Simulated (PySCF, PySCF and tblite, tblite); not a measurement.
# C6H8O3: conformers and averaged spectra, part 2 of 2

PySCF and tblite. Atoms count from 0. The steps go on from the part before.

## 7. The ensemble: properties at B97-2/pcSseg-1 in acetone

What the job is given:

```
{"job": {"study": "conf", "smiles": "COC(=O)C1=COCC1", "search": {"seed": 3119, "n_embed": 90, "ff_keep": 18, "window": 2.5, "nmax": 6, "temps": [100, 150, 298.15, 450, 600], "t_ref": 298.15, "order": 0.0005, "w0": 50.0}, "level": {"nmr": {"xc": "B97-2", "basis": "pcSseg-1", "solvent": "acetone"}, "sp": {"xc": "B3LYP", "basis": "def2-SVP", "solvent": "acetone"}}, "kind": "conf"}, "charge": 0, "multiplicity": 1}
C     -3.217597     0.340736     0.029243
O     -1.856427     0.444190     0.418327
C     -0.966511    -0.106988    -0.435105
O     -1.288662    -0.654546    -1.463272
C      0.401514     0.040921     0.033368
C      0.841490     0.631370     1.153766
O      2.168835     0.613093     1.319367
C      2.752617    -0.064229     0.195768
C      1.596092    -0.485292    -0.727562
H     -3.507864    -0.707906    -0.064723
H     -3.377689     0.834497    -0.931644
H     -3.794572     0.828851     0.810417
H      0.276850     1.113829     1.931131
H      3.318971    -0.916215     0.580804
H      3.446614     0.630100    -0.285051
H      1.663942    -0.033036    -1.717283
H      1.535397    -1.566080    -0.857460
```

Output:

```text
conformer  sym    E(xTB)   E(DFT)   G(298.15 K)  weight  dipole/D
    1     Cs      0.000    0.134    0.247   0.3974    3.317
    2     Cs      0.288    0.000    0.000   0.6026    1.794

mean shielding (ppm) by class
class atoms           100 K      150 K   298.15 K      450 K      600 K
  0 C  0            132.895    132.893    132.891     132.89     132.89
  1 O  1            158.241     157.39    156.428     156.06    155.866
  2 C  2             16.127     16.088     16.044     16.028     16.019
  3 O  3            -40.794    -39.744    -38.557    -38.104    -37.865
  4 C  4             75.584     75.573      75.56     75.555     75.553
  5 C  5             21.488     21.435     21.375     21.353     21.341
  6 O  6            173.678    173.763    173.859    173.895    173.915
  7 C  7            111.686    111.636     111.58    111.558    111.547
  8 C  8            154.119     154.11      154.1    154.096    154.094
  9 H  9,10,11       27.803     27.803     27.802     27.802     27.802
 10 H  12            24.397     24.388     24.378     24.375     24.373
 11 H  13,14         26.907     26.905     26.903     26.902     26.902
 12 H  15,16         28.768     28.768     28.769      28.77      28.77
```

Run time: 91 s. Hardware: 1 thread of Arm Neoverse V1, shared host. This counts the runs that the step sums up.

The search (ETKDG and KDG, MMFF94s, GFN2-xTB) embedded 90 structures, kept 2 distinct ones after the force field and 2 after xTB; 2 were carried on (window 2.5 kcal/mol at the search's own energies). Energies: B3LYP/def2-SVP in acetone with D3(BJ).

Conformer by conformer (298 K):

```csv
no.,group,mirror pair,ΔE xTB,ΔE DFT,ΔG,weight (%),μ (D),C0–O1–C2–O3 (°),O1–C2–C4–C8 (°),"A, B, C (GHz)"
1,Cs,no,0.00,0.13,0.25,39.7,3.32,0,0,"4.27, 1.00, 0.82"
2,Cs,no,0.29,0.00,0.00,60.3,1.79,0,180,"4.27, 1.00, 0.82"
```

Energies in kcal/mol. ΔG holds xTB vibrations and rotation, symmetry numbers and mirror pairs.

Weights (%) by temperature:

```csv
no.,100 K,150 K,298 K,450 K,600 K
2,74.0,67.5,60.3,57.5,56.0
1,26.0,32.5,39.7,42.5,44.0
```

How the weights hang on the way they are made:

```csv
scheme,2,1,mean μ (D)
DFT free energy,60,40,2.40
"DFT energy, symmetry counted",56,44,2.47
DFT energy alone,56,44,2.47
"xTB energy, symmetry counted",38,62,2.74
xTB free energy,43,57,2.67
lowest conformer only,100,0,1.79
equal weights,50,50,2.56
conformers found from three starts alone,100,0,1.79
```

Shifts against references run at the same level (¹³C TMS 187.1, ¹H TMS 31.80 ppm of shielding), by class of atoms, at 298 K:

```csv
atoms,environment,no. 2,no. 1,average
C2,ester carbonyl carbon,170.8,171.4,171.0
C5,alkene carbon bearing oxygen,165.4,166.2,165.7
C4,β carbon of an enol-ether or enamine type C=C,111.4,111.6,111.5
C7,sp3 CH2 bonded to O,75.2,76.0,75.5
C0,methyl carbon bonded to O,54.2,54.2,54.2
C8,allylic sp3 CH2,32.9,33.0,33.0
H12,hydrogen on an alkene carbon bearing oxygen,7.37,7.50,7.42
"H13, H14",hydrogen on an sp3 CH2 bonded to O,4.89,4.91,4.90
"H9, H10, H11",hydrogen on a methyl carbon bonded to O,4.00,4.00,4.00
"H15, H16",hydrogen on an allylic sp3 CH2,3.03,3.02,3.03
O3,ester carbonyl oxygen,-45.0 (σ),-28.7 (σ),-38.6 (σ)
O1,ester alkoxy oxygen,161.7 (σ),148.5 (σ),156.4 (σ)
O6,ether oxygen,173.3 (σ),174.7 (σ),173.9 (σ)
```

Effective distances for nuclear Overhauser effects, ⟨r⁻⁶⟩^(−1/6) over all pairs of two classes (Å): H13···H15 2.57; H12···H13 3.90.

## 8. Shieldings, conformer 1: PW91/pcSseg-1 in chloroform

What the job is given:

```
{"job": {"xc": "PW91", "basis": "pcSseg-1", "solvent": "chloroform", "kind": "nmr", "pop": false}, "charge": 0, "multiplicity": 1}
C      2.892278    -0.573096     0.951600
O      1.525802    -0.233216     0.782731
C      1.031996    -0.403894    -0.461414
O      1.692113    -0.819682    -1.385178
C     -0.369329    -0.027889    -0.533157
C     -1.148295    -0.083120    -1.624097
O     -2.410201     0.316506    -1.440176
C     -2.562192     0.703383    -0.066132
C     -1.198569     0.491590     0.617109
H      3.521389     0.052273     0.314266
H      3.059815    -1.619426     0.686986
H      3.121055    -0.401988     2.000485
H     -0.890379    -0.404968    -2.617147
H     -3.352734     0.084284     0.366257
H     -2.885549     1.747620    -0.050182
H     -0.785949     1.417522     1.018587
H     -1.248247    -0.233870     1.429551
```

Output:

```text
coarse grid: 14736 points
cycle   1  E = -458.5800166895  dE =  1.406e+00  |g| = 1.102e+00  |ddm| = 3.897e+00
cycle   2  E = -457.7632635419  dE =  8.168e-01  |g| = 2.292e+00  |ddm| = 3.313e+00
cycle   3  E = -458.7452069944  dE = -9.819e-01  |g| = 5.210e-01  |ddm| = 2.719e+00
cycle   4  E = -458.7958215659  dE = -5.061e-02  |g| = 1.778e-01  |ddm| = 4.997e-01
cycle   5  E = -458.8004881750  dE = -4.667e-03  |g| = 6.881e-02  |ddm| = 1.432e-01
cycle   6  E = -458.8014675599  dE = -9.794e-04  |g| = 1.803e-02  |ddm| = 6.948e-02
cycle   7  E = -458.8015305800  dE = -6.302e-05  |g| = 6.297e-03  |ddm| = 2.238e-02
cycle   8  E = -458.8015380796  dE = -7.500e-06  |g| = 2.826e-03  |ddm| = 8.242e-03
final grid: 143848 points
cycle   9  E = -458.9213245854  dE = -1.677e-06  |g| = 2.361e-02  |ddm| = 4.824e-02
cycle  10  E = -458.9208377129  dE =  4.869e-04  |g| = 5.523e-02  |ddm| = 6.028e-02
cycle  11  E = -458.9214158781  dE = -5.782e-04  |g| = 7.777e-03  |ddm| = 4.791e-02
cycle  12  E = -458.9214299979  dE = -1.412e-05  |g| = 1.134e-03  |ddm| = 7.321e-03
cycle  13  E = -458.9214302459  dE = -2.481e-07  |g| = 3.646e-04  |ddm| = 1.207e-03
cycle  14  E = -458.9214302761  dE = -3.012e-08  |g| = 8.892e-05  |ddm| = 3.723e-04
cycle  15  E = -458.9214302777  dE = -1.663e-09  |g| = 2.883e-05  |ddm| = 1.027e-04
cycle  16  E = -458.9214302778  dE = -1.132e-10  |g| = 1.855e-05  |ddm| = 3.489e-05
converged SCF energy = -458.9214302778

GIAO shielding tensors (ppm)
atom      isotropic    diamagn.    paramagn.     s11        s22        s33       span
  0 C      127.519     241.670    -114.151     95.674    113.114    173.770     78.096
  1 O      132.986     403.662    -270.675    -32.292    214.975    216.276    248.568
  2 C       12.482     249.906    -237.424    -71.265     42.857     65.855    137.120
  3 O      -45.264     406.329    -451.593   -270.849   -169.231    304.287    575.136
  4 C       68.137     260.560    -192.423     -9.845    103.847    110.409    120.253
  5 C       17.763     250.608    -232.846    -72.493     37.306     88.475    160.968
  6 O      153.715     397.895    -244.180     54.726    193.638    212.781    158.055
  7 C      102.809     248.550    -145.740     55.290     90.121    163.017    107.728
  8 C      147.572     246.153     -98.581    121.092    155.802    165.821     44.729
  9 H       27.625      27.742      -0.116     23.857     25.359     33.660      9.803
 10 H       27.555      27.768      -0.213     23.851     25.323     33.490      9.639
 11 H       27.739      27.787      -0.049     24.153     26.275     32.789      8.635
 12 H       24.316      31.512      -7.196     22.598     23.705     26.646      4.048
 13 H       26.659      28.173      -1.514     22.265     26.615     31.096      8.832
 14 H       26.659      28.173      -1.514     22.261     26.618     31.100      8.839
 15 H       28.586      30.852      -2.266     24.281     28.014     33.463      9.183
 16 H       28.586      30.859      -2.273     24.285     28.014     33.457      9.172
```

Wall time 24 s (1 thread of Arm Neoverse V1, shared host).

In short: HOMO -5.47 eV, LUMO -1.78 eV; dipole 3.36 D.

## 9. Single-point energy, conformer 1: OLYP/cc-pVDZ in chloroform

The job, as its differences from that of step 8:

```diff
@@ -1,2 +1,2 @@
-{"job": {"xc": "PW91", "basis": "pcSseg-1", "solvent": "chloroform", "kind": "nmr", "pop": false}, "charge": 0, "multiplicity": 1}
+{"job": {"xc": "OLYP", "basis": "cc-pVDZ", "solvent": "chloroform", "kind": "sp"}, "charge": 0, "multiplicity": 1}
 C      2.892278    -0.573096     0.951600
```

Output:

```text
coarse grid: 14736 points
cycle   1  E = -458.7679990634  dE =  1.430e+00  |g| = 1.038e+00  |ddm| = 8.284e+00
cycle   2  E = -458.0132770645  dE =  7.547e-01  |g| = 2.153e+00  |ddm| = 4.653e+00
cycle   3  E = -458.9269218288  dE = -9.136e-01  |g| = 4.913e-01  |ddm| = 3.430e+00
cycle   4  E = -458.9754809654  dE = -4.856e-02  |g| = 1.537e-01  |ddm| = 7.743e-01
cycle   5  E = -458.9793401542  dE = -3.859e-03  |g| = 5.889e-02  |ddm| = 2.586e-01
cycle   6  E = -458.9801214306  dE = -7.813e-04  |g| = 1.575e-02  |ddm| = 1.141e-01
cycle   7  E = -458.9801687903  dE = -4.736e-05  |g| = 6.893e-03  |ddm| = 3.138e-02
cycle   8  E = -458.9801792708  dE = -1.048e-05  |g| = 2.718e-03  |ddm| = 1.310e-02
cycle   9  E = -458.9801809423  dE = -1.671e-06  |g| = 6.726e-04  |ddm| = 4.379e-03
final grid: 143848 points
cycle  10  E = -458.9956022577  dE =  3.124e-05  |g| = 3.110e-02  |ddm| = 1.300e-01
cycle  11  E = -458.9949744738  dE =  6.278e-04  |g| = 6.459e-02  |ddm| = 1.208e-01
cycle  12  E = -458.9957784404  dE = -8.040e-04  |g| = 8.576e-03  |ddm| = 8.335e-02
cycle  13  E = -458.9957947701  dE = -1.633e-05  |g| = 1.385e-03  |ddm| = 1.230e-02
cycle  14  E = -458.9957952144  dE = -4.443e-07  |g| = 3.358e-04  |ddm| = 2.509e-03
cycle  15  E = -458.9957952409  dE = -2.651e-08  |g| = 7.123e-05  |ddm| = 5.945e-04
cycle  16  E = -458.9957952421  dE = -1.170e-09  |g| = 2.447e-05  |ddm| = 1.565e-04
cycle  17  E = -458.9957952422  dE = -1.022e-10  |g| = 1.460e-05  |ddm| = 5.498e-05
converged SCF energy = -458.9957952422
```

It took 13 s on 1 thread of Arm Neoverse V1, shared host.

Key values: HOMO -5.03 eV, LUMO -1.26 eV; dipole 3.08 D.

## 10. Shieldings, conformer 2: PW91/pcSseg-1 in chloroform

What the job is given:

```
{"job": {"xc": "PW91", "basis": "pcSseg-1", "solvent": "chloroform", "kind": "nmr", "pop": false}, "charge": 0, "multiplicity": 1}
C     -3.217597     0.340736     0.029243
O     -1.856427     0.444190     0.418327
C     -0.966511    -0.106988    -0.435105
O     -1.288662    -0.654546    -1.463272
C      0.401514     0.040921     0.033368
C      0.841490     0.631370     1.153766
O      2.168835     0.613093     1.319367
C      2.752617    -0.064229     0.195768
C      1.596092    -0.485292    -0.727562
H     -3.507864    -0.707906    -0.064723
H     -3.377689     0.834497    -0.931644
H     -3.794572     0.828851     0.810417
H      0.276850     1.113829     1.931131
H      3.318971    -0.916215     0.580804
H      3.446614     0.630100    -0.285051
H      1.663942    -0.033036    -1.717283
H      1.535397    -1.566080    -0.857460
```

Output:

```text
coarse grid: 14736 points
cycle   1  E = -458.5806415339  dE =  1.402e+00  |g| = 1.099e+00  |ddm| = 3.910e+00
cycle   2  E = -457.7805675165  dE =  8.001e-01  |g| = 2.278e+00  |ddm| = 3.122e+00
cycle   3  E = -458.7475553251  dE = -9.670e-01  |g| = 5.083e-01  |ddm| = 2.503e+00
cycle   4  E = -458.7961101382  dE = -4.855e-02  |g| = 1.713e-01  |ddm| = 4.927e-01
cycle   5  E = -458.8002671531  dE = -4.157e-03  |g| = 6.712e-02  |ddm| = 1.336e-01
cycle   6  E = -458.8011299520  dE = -8.628e-04  |g| = 2.282e-02  |ddm| = 7.114e-02
cycle   7  E = -458.8012209497  dE = -9.100e-05  |g| = 1.149e-02  |ddm| = 2.896e-02
cycle   8  E = -458.8012497912  dE = -2.884e-05  |g| = 3.034e-03  |ddm| = 1.233e-02
cycle   9  E = -458.8012519106  dE = -2.119e-06  |g| = 6.798e-04  |ddm| = 3.429e-03
final grid: 143848 points
cycle  10  E = -458.9216464290  dE = -2.451e-05  |g| = 1.978e-02  |ddm| = 4.524e-02
cycle  11  E = -458.9213858870  dE =  2.605e-04  |g| = 4.235e-02  |ddm| = 4.386e-02
cycle  12  E = -458.9217116040  dE = -3.257e-04  |g| = 5.996e-03  |ddm| = 3.393e-02
cycle  13  E = -458.9217193918  dE = -7.788e-06  |g| = 1.054e-03  |ddm| = 5.429e-03
cycle  14  E = -458.9217196139  dE = -2.221e-07  |g| = 3.566e-04  |ddm| = 1.233e-03
cycle  15  E = -458.9217196412  dE = -2.725e-08  |g| = 1.201e-04  |ddm| = 3.909e-04
cycle  16  E = -458.9217196437  dE = -2.526e-09  |g| = 5.442e-05  |ddm| = 1.280e-04
cycle  17  E = -458.9217196442  dE = -5.274e-10  |g| = 1.423e-05  |ddm| = 5.030e-05
converged SCF energy = -458.9217196442

GIAO shielding tensors (ppm)
atom      isotropic    diamagn.    paramagn.     s11        s22        s33       span
  0 C      127.538     241.700    -114.162     95.980    112.810    173.823     77.843
  1 O      147.638     403.631    -255.994    -27.097    218.053    251.957    279.055
  2 C       12.883     251.465    -238.582    -72.376     45.031     65.993    138.370
  3 O      -62.893     406.014    -468.907   -320.953   -169.326    301.600    622.553
  4 C       68.032     260.507    -192.475     -2.686     98.069    108.712    111.399
  5 C       18.838     252.356    -233.519    -69.349     36.239     89.622    158.971
  6 O      151.988     398.955    -246.967     64.867    183.924    207.173    142.305
  7 C      103.712     247.383    -143.670     57.660     90.135    163.342    105.682
  8 C      147.632     246.353     -98.721    121.194    155.674    166.028     44.834
  9 H       27.577      27.936      -0.359     23.808     25.381     33.541      9.733
 10 H       27.571      27.828      -0.257     23.811     25.379     33.522      9.711
 11 H       27.781      27.464       0.317     24.235     26.223     32.886      8.651
 12 H       24.462      32.587      -8.126     22.239     24.318     26.828      4.589
 13 H       26.694      27.787      -1.092     22.335     26.541     31.208      8.872
 14 H       26.696      27.683      -0.987     22.331     26.544     31.212      8.881
 15 H       28.548      30.022      -1.474     24.454     27.468     33.722      9.268
 16 H       28.548      30.139      -1.592     24.455     27.465     33.722      9.268
```

Run time: 26 s. Hardware: 1 thread of Arm Neoverse V1, shared host.

Key values: HOMO -5.48 eV, LUMO -1.78 eV; dipole 1.78 D.

## 11. Single-point energy, conformer 2: OLYP/cc-pVDZ in chloroform

The job, as its differences from that of step 10:

```diff
@@ -1,2 +1,2 @@
-{"job": {"xc": "PW91", "basis": "pcSseg-1", "solvent": "chloroform", "kind": "nmr", "pop": false}, "charge": 0, "multiplicity": 1}
+{"job": {"xc": "OLYP", "basis": "cc-pVDZ", "solvent": "chloroform", "kind": "sp"}, "charge": 0, "multiplicity": 1}
 C     -3.217597     0.340736     0.029243
```

Output:

```text
coarse grid: 14736 points
cycle   1  E = -458.7685297660  dE =  1.426e+00  |g| = 1.036e+00  |ddm| = 8.294e+00
cycle   2  E = -458.0303135970  dE =  7.382e-01  |g| = 2.138e+00  |ddm| = 4.396e+00
cycle   3  E = -458.9288111524  dE = -8.985e-01  |g| = 4.807e-01  |ddm| = 3.149e+00
cycle   4  E = -458.9757304634  dE = -4.692e-02  |g| = 1.475e-01  |ddm| = 7.605e-01
cycle   5  E = -458.9791370416  dE = -3.407e-03  |g| = 5.747e-02  |ddm| = 2.435e-01
cycle   6  E = -458.9798146328  dE = -6.776e-04  |g| = 2.055e-02  |ddm| = 1.102e-01
cycle   7  E = -458.9798961721  dE = -8.154e-05  |g| = 9.817e-03  |ddm| = 3.957e-02
cycle   8  E = -458.9799184087  dE = -2.224e-05  |g| = 2.573e-03  |ddm| = 1.690e-02
cycle   9  E = -458.9799200533  dE = -1.645e-06  |g| = 5.588e-04  |ddm| = 4.460e-03
final grid: 143848 points
cycle  10  E = -458.9958154976  dE =  4.200e-05  |g| = 3.144e-02  |ddm| = 1.283e-01
cycle  11  E = -458.9951383468  dE =  6.772e-04  |g| = 6.656e-02  |ddm| = 1.216e-01
cycle  12  E = -458.9959938202  dE = -8.555e-04  |g| = 8.899e-03  |ddm| = 8.460e-02
cycle  13  E = -458.9960120062  dE = -1.819e-05  |g| = 1.222e-03  |ddm| = 1.309e-02
cycle  14  E = -458.9960123539  dE = -3.478e-07  |g| = 3.156e-04  |ddm| = 2.396e-03
cycle  15  E = -458.9960123766  dE = -2.269e-08  |g| = 1.020e-04  |ddm| = 5.941e-04
cycle  16  E = -458.9960123782  dE = -1.614e-09  |g| = 5.938e-05  |ddm| = 2.003e-04
cycle  17  E = -458.9960123789  dE = -7.099e-10  |g| = 1.503e-05  |ddm| = 9.184e-05
converged SCF energy = -458.9960123789
```

Wall time 14 s (1 thread of Arm Neoverse V1, shared host).

In short: HOMO -5.04 eV, LUMO -1.26 eV; dipole 1.82 D.

## 12. Boltzmann average: properties at PW91/pcSseg-1 in chloroform

What the job is given:

```
{"job": {"study": "conf", "smiles": "COC(=O)C1=COCC1", "search": {"seed": 3119, "n_embed": 90, "ff_keep": 18, "window": 2.5, "nmax": 6, "temps": [100, 150, 298.15, 450, 600], "t_ref": 298.15, "order": 0.0005, "w0": 50.0}, "level": {"nmr": {"xc": "PW91", "basis": "pcSseg-1", "solvent": "chloroform"}, "sp": {"xc": "OLYP", "basis": "cc-pVDZ", "solvent": "chloroform"}, "change": "PW91/pcSseg-1; solvent chloroform; energies OLYP/cc-pVDZ", "top": 4}, "kind": "conf"}, "charge": 0, "multiplicity": 1}
C     -3.217597     0.340736     0.029243
O     -1.856427     0.444190     0.418327
C     -0.966511    -0.106988    -0.435105
O     -1.288662    -0.654546    -1.463272
C      0.401514     0.040921     0.033368
C      0.841490     0.631370     1.153766
O      2.168835     0.613093     1.319367
C      2.752617    -0.064229     0.195768
C      1.596092    -0.485292    -0.727562
H     -3.507864    -0.707906    -0.064723
H     -3.377689     0.834497    -0.931644
H     -3.794572     0.828851     0.810417
H      0.276850     1.113829     1.931131
H      3.318971    -0.916215     0.580804
H      3.446614     0.630100    -0.285051
H      1.663942    -0.033036    -1.717283
H      1.535397    -1.566080    -0.857460
```

Output:

```text
conformer  sym    E(xTB)   E(DFT)   G(298.15 K)  weight  dipole/D
    1     Cs      0.000    0.101    0.213   0.4110    3.076
    2     Cs      0.288    0.000    0.000   0.5890    1.823

mean shielding (ppm) by class
class atoms           100 K      150 K   298.15 K      450 K      600 K
  0 C  0            127.533    127.532     127.53     127.53     127.53
  1 O  1            143.328    142.512    141.615    141.274    141.092
  2 C  2             12.765     12.742     12.718     12.709     12.704
  3 O  3            -57.707    -56.726    -55.647    -55.236    -55.017
  4 C  4             68.063     68.069     68.075     68.077     68.079
  5 C  5             18.521     18.462     18.396     18.371     18.357
  6 O  6            152.496    152.592    152.698    152.738    152.759
  7 C  7            103.447    103.397    103.341     103.32    103.309
  8 C  8            147.614    147.611    147.607    147.606    147.605
  9 H  9,10,11       27.642     27.642     27.642     27.642     27.642
 10 H  12            24.419     24.411     24.402     24.398     24.397
 11 H  13,14         26.685     26.683      26.68     26.679     26.679
 12 H  15,16         28.559     28.561     28.563     28.564     28.565
```

Run time: 77 s. Hardware: 1 thread of Arm Neoverse V1, shared host. This counts the runs that the step sums up.

Against the first level, at 298 K (shieldings, ppm; largest changes first):

```csv
atoms,B97-2/pcSseg-1 in acetone,PW91/pcSseg-1 in chloroform,change
O6,173.9,152.7,-21.2
O3,-38.6,-55.6,-17.1
O1,156.4,141.6,-14.8
C7,111.6,103.3,-8.2
C4,75.6,68.1,-7.5
C8,154.1,147.6,-6.5
C0,132.9,127.5,-5.4
C2,16.0,12.7,-3.3
C5,21.4,18.4,-3.0
"H13, H14",26.90,26.68,-0.22
```

Weights: from B3LYP/def2-SVP in acetone energies 1: 40 %, 2: 60 %; from OLYP/cc-pVDZ in chloroform energies 1: 41 %, 2: 59 % (with a dispersion term where the level has one and the same thermal terms, so they don't follow from the SCF energies alone). Times: 91 s and 77 s.

## 13. Summary of results

What follows sums up all 2 parts.

```
                                       quantity                                                value
                                     conformers  2; the first in weight is no. 2 (Cs), 60 % at 298 K
                        root-mean-square dipole                                               2.51 D
averaged ¹³C shifts (B97-2/pcSseg-1 in acetone)            171.0, 165.7, 111.5, 75.5, 54.2, 33.0 ppm
 averaged ¹H shifts (B97-2/pcSseg-1 in acetone)                           7.42, 4.90, 4.00, 3.03 ppm
```

**Reading.** At 298 K conformer 2 holds 60 % of the ensemble (74 % at 100 K, 56 % at 600 K). xTB puts no. 1 lowest, DFT no. 2. Among conformers over 5 %, H12 differs by 0.13 ppm, while the average moves by 0.02 ppm from 100 to 600 K. Going from B97-2/pcSseg-1 in acetone to PW91/pcSseg-1 in chloroform moves O6 most, by 21.2 ppm of raw shielding; the energies behind both averages, dispersion terms included where typed, rank the same conformer first.
